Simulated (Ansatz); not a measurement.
# C6H9Al: a ladder of functionals and wavefunction methods

One table from this session's results is given with a row withheld; the runs are named, their logs left out.

Program: Ansatz 0.2.0, Gaussian basis. Level of theory: functionals in def2-TZVPP, the program's frozen cores in correlated methods. These are calculated values, not measurements.

Plan: LDA (SPW92), PBE-D4, revPBE-D4, BLYP-D4, r2SCAN-D4, B97M-V, PBE0-D4, B3LYP-D4, r2SCANh-D4, r2SCAN0-D4, HSE06-D4, BHLYP-D4, CAM-B3LYP-D4, LC-ωPBE, ωB97X-V, ωB97M-V, B2PLYP, PBE-QIDH; CCSD(T)/def2-SVP; CCSD(T)/def2-TZVPP; MP2/def2-QZVPP; extrapolation to the limit; RPA on PBE.

### The geometry

The geometry comes from an earlier relaxation with PBE0-D4 in a triple-zeta def2 set; it is a stationary point, not always the lowest conformer.

16 atoms, charge 0, spin multiplicity 1.

Atoms are counted from 1 here; the program's logs count them from 0.

Bond lengths: C1–C2 1.336 Å, C1–H8 1.088 Å, C1–H9 1.089 Å, C2–Al3 1.944 Å, C2–H10 1.091 Å, Al3–C4 1.944 Å, Al3–C6 1.944 Å, C4–C5 1.336 Å, C4–H11 1.091 Å, C5–H12 1.089 Å, C5–H13 1.088 Å, C6–C7 1.336 Å, C6–H14 1.091 Å, C7–H15 1.088 Å, C7–H16 1.089 Å. Angles: C2–C1–H8 122.0°, C2–C1–H9 123.0°, H8–C1–H9 115.0°, C1–C2–Al3 120.8°, C1–C2–H10 116.0°, Al3–C2–H10 123.3°, C2–Al3–C4 120.0°, C2–Al3–C6 120.0°, C4–Al3–C6 120.0°, Al3–C4–C5 120.8°, Al3–C4–H11 123.3°, C5–C4–H11 116.0°, C4–C5–H12 123.0°, C4–C5–H13 122.0°, H12–C5–H13 115.0°, Al3–C6–C7 120.8°, Al3–C6–H14 123.3°, C7–C6–H14 116.0° and more.

The first run:

Input file in.yaml:

```yaml
crystal:
  periodic: [false, false, false]
  atoms:
    - {symbol: C, position_ang: [-2.742251, 0.713875, 0.444501]}
    - {symbol: C, position_ang: [-1.538442, 1.184053, 0.105886]}
    - {symbol: Al, position_ang: [-0.001292, -0.001388, 0.002268]}
    - {symbol: C, position_ang: [-0.205649, -1.894070, 0.395808]}
    - {symbol: C, position_ang: [0.840474, -2.722540, 0.331475]}
    - {symbol: C, position_ang: [1.739868, 0.705922, -0.494636]}
    - {symbol: C, position_ang: [1.897595, 2.004338, -0.766887]}
    - {symbol: H, position_ang: [-2.906680, -0.337387, 0.672626]}
    - {symbol: H, position_ang: [-3.627568, 1.344168, 0.513640]}
    - {symbol: H, position_ang: [-1.484694, 2.253341, -0.102416]}
    - {symbol: H, position_ang: [-1.156791, -2.347020, 0.678352]}
    - {symbol: H, position_ang: [0.767633, -3.787957, 0.544596]}
    - {symbol: H, position_ang: [1.834991, -2.374470, 0.059413]}
    - {symbol: H, position_ang: [2.636716, 0.089789, -0.570128]}
    - {symbol: H, position_ang: [1.068071, 2.707242, -0.721597]}
    - {symbol: H, position_ang: [2.855222, 2.439505, -1.048699]}
basis:
  gaussian: {orbitals: def2-TZVPP}
hamiltonian: {xc: lda}
output: {orbitals: {seedname: orbitals}}
```

Run with:

```bash
$ ansatz run in.yaml --threads 2 --pin off --events-out ev --progress --plain --max-ram 32768MiB --backend cuda --devices 0, --max-vram 18GiB
```

Among the steps run: LDA; PBE-D4 (GGA); revPBE-D4 (GGA); BLYP-D4 (GGA); r2SCAN-D4 (meta-GGA); B97M-V (meta-GGA); B3LYP-D4 (hybrid); r2SCANh-D4 (hybrid); r2SCAN0-D4 (hybrid); HSE06-D4 (hybrid); BHLYP-D4 (hybrid); CAM-B3LYP-D4 (range-separated); LC-ωPBE (range-separated); ωB97X-V (range-separated); ωB97M-V (range-separated); B2PLYP (double hybrid); PBE-QIDH (double hybrid).

One table of the session follows, with a row left open; its other results are not shown here.

It belongs to the step «Orbital energies across the functionals». 

| functional | HOMO (eV) | LUMO (eV) | gap (eV) |
| --- | --- | --- | --- |
| LDA (SPW92) | -6.52 | -2.61 | 3.91 |
| PBE-D4 | -6.44 | -2.36 | 4.08 |
| revPBE-D4 | -6.40 | -2.26 | 4.14 |
| BLYP-D4 | -6.35 | -2.21 | 4.14 |
| r2SCAN-D4 | -6.71 | -2.18 | 4.53 |
| B97M-V | -6.80 | -2.17 | 4.63 |
| PBE0-D4 | -7.76 | -1.51 | 6.25 |
| B3LYP-D4 | -7.55 | -1.70 | 5.85 |
| r2SCANh-D4 | -7.20 | -1.87 | 5.33 |
| r2SCAN0-D4 | -7.93 | -1.41 | 6.52 |
| HSE06-D4 | -7.36 | -1.88 | 5.47 |
| BHLYP-D4 | -8.68 | -0.57 | 8.10 |
| CAM-B3LYP-D4 | ? | ? | ? |
| LC-ωPBE | -10.48 | 0.58 | 11.06 |
| ωB97X-V | -10.14 | 0.49 | 10.63 |
| ωB97M-V | -9.99 | 0.32 | 10.31 |

Q: Estimate the row for CAM-B3LYP-D4 from the others.

**Answer.** HOMO (eV): -9.11; LUMO (eV): -0.48; gap (eV): 8.62. In the column «HOMO (eV)» it lies between ωB97M-V (-9.99) and BHLYP-D4 (-8.68).
